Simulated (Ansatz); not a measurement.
# C12H15ClTi: small, medium and large basis sets

The task here is to estimate one member of a computed series from the others.

Method: one geometry, several basis sets; program: Ansatz 0.2.0, Gaussian basis.

Levels to be run: PBE0-D4/def2-SVP; ωB97M-V/def2-SVP; PBE0-D4/def2-QZVPP; ωB97M-V/def2-QZVPP; the functionals' def2-TZVPP values are taken from earlier runs.

**The geometry**

The geometry comes from an earlier relaxation with PBE0-D4 in a triple-zeta def2 set; it is a stationary point, not always the lowest conformer.

SMILES `C[C@@]12[C@H]3[C@H]4[C@H]5[C@@H]1[TiH]45321678([Cl])[C@@H]2[C@H]1[C@H]6[C@@]7(C)[C@@H]28`, 29 atoms, charge 0, spin multiplicity 1.

Atoms are counted from 1 here; the program's logs count them from 0.

Bond lengths: C1–C2 1.489 Å, C1–H15 1.091 Å, C1–H16 1.094 Å, C1–H17 1.090 Å, C2–C3 1.413 Å, C2–C6 1.409 Å, C2–Ti7 2.389 Å, C3–C4 1.410 Å, C3–Ti7 2.359 Å, C3–H18 1.079 Å, C4–C5 1.411 Å, C4–Ti7 2.344 Å, C4–H19 1.077 Å, C5–C6 1.414 Å, C5–Ti7 2.332 Å, C5–H20 1.078 Å, C6–Ti7 2.352 Å, C6–H21 1.080 Å and more. Angles: C2–C1–H15 111.4°, C2–C1–H16 110.1°, C2–C1–H17 111.0°, H15–C1–H16 107.7°, H15–C1–H17 108.3°, H16–C1–H17 108.2°, C1–C2–C3 126.3°, C1–C2–C6 126.6°, C1–C2–Ti7 123.1°, C3–C2–C6 107.0°, C3–C2–Ti7 71.5°, C6–C2–Ti7 71.3°, C2–C3–C4 109.0°, C2–C3–Ti7 73.8°, C2–C3–H18 125.2°, C4–C3–Ti7 72.0°, C4–C3–H18 125.8°, Ti7–C3–H18 118.0° and more.

The first run:

in.yaml reads:

```yaml
crystal:
  periodic: [false, false, false]
  atoms:
    - {symbol: C, position_ang: [-2.877893, 0.661967, 1.550711]}
    - {symbol: C, position_ang: [-1.971586, 1.159536, 0.479344]}
    - {symbol: C, position_ang: [-2.116720, 0.938895, -0.909161]}
    - {symbol: C, position_ang: [-1.080280, 1.609039, -1.590671]}
    - {symbol: C, position_ang: [-0.273483, 2.237812, -0.619238]}
    - {symbol: C, position_ang: [-0.821158, 1.954455, 0.652948]}
    - {symbol: Ti, position_ang: [-0.070852, -0.062792, -0.294756]}
    - {symbol: Cl, position_ang: [-1.390348, -1.955068, -0.214617]}
    - {symbol: C, position_ang: [1.455175, 0.006699, 1.455004]}
    - {symbol: C, position_ang: [2.054110, 0.653244, 0.348160]}
    - {symbol: C, position_ang: [2.245255, -0.305559, -0.663870]}
    - {symbol: C, position_ang: [1.800151, -1.562239, -0.180828]}
    - {symbol: C, position_ang: [1.839471, -2.850822, -0.922296]}
    - {symbol: C, position_ang: [1.323747, -1.358296, 1.127103]}
    - {symbol: H, position_ang: [-2.362449, 0.596712, 2.510543]}
    - {symbol: H, position_ang: [-3.724930, 1.343846, 1.674285]}
    - {symbol: H, position_ang: [-3.269383, -0.325266, 1.303997]}
    - {symbol: H, position_ang: [-2.869297, 0.314033, -1.363928]}
    - {symbol: H, position_ang: [-0.945005, 1.654162, -2.658676]}
    - {symbol: H, position_ang: [0.601135, 2.836020, -0.819094]}
    - {symbol: H, position_ang: [-0.436070, 2.299085, 1.601137]}
    - {symbol: H, position_ang: [0.279003, -0.200920, -1.918810]}
    - {symbol: H, position_ang: [1.187894, 0.462657, 2.395646]}
    - {symbol: H, position_ang: [2.314891, 1.697580, 0.290087]}
    - {symbol: H, position_ang: [2.685034, -0.131015, -1.633559]}
    - {symbol: H, position_ang: [1.011873, -3.495778, -0.625868]}
    - {symbol: H, position_ang: [2.776676, -3.378777, -0.720405]}
    - {symbol: H, position_ang: [1.770883, -2.684617, -1.998469]}
    - {symbol: H, position_ang: [0.864156, -2.114593, 1.745294]}
basis:
  gaussian: {orbitals: def2-SVP}
hamiltonian: {xc: pbe0, dispersion: d4}
output: {orbitals: {seedname: orbitals}}
```

The run is started by

```sh
$ ansatz run in.yaml --threads 11 --pin off --events-out ev --progress --plain --max-ram 110592MiB --backend cuda --devices 0, --max-vram 75GiB
```

Steps of the session up to this table: PBE0-D4 in def2-SVP; ωB97M-V in def2-SVP; PBE0-D4 in def2-QZVPP; ωB97M-V in def2-QZVPP.

One table of the session follows, with a row left open; its other results are not shown here.

It belongs to the step «Functionals by basis». 

```
functional       basis  HOMO (eV)  LUMO (eV)
   PBE0-D4    def2-SVP      -6.41      -1.66
   PBE0-D4  def2-TZVPP          ?          ?
   PBE0-D4  def2-QZVPP      -6.46      -1.73
   ωB97M-V    def2-SVP      -8.43       0.56
   ωB97M-V  def2-TZVPP      -8.50       0.45
   ωB97M-V  def2-QZVPP      -8.51       0.40
```

**Question.** Estimate the row for PBE0-D4, def2-TZVPP.

The run gave: HOMO (eV): -6.45; LUMO (eV): -1.70. In the column «HOMO (eV)» it lies between PBE0-D4, def2-QZVPP (-6.46) and PBE0-D4, def2-SVP (-6.41).
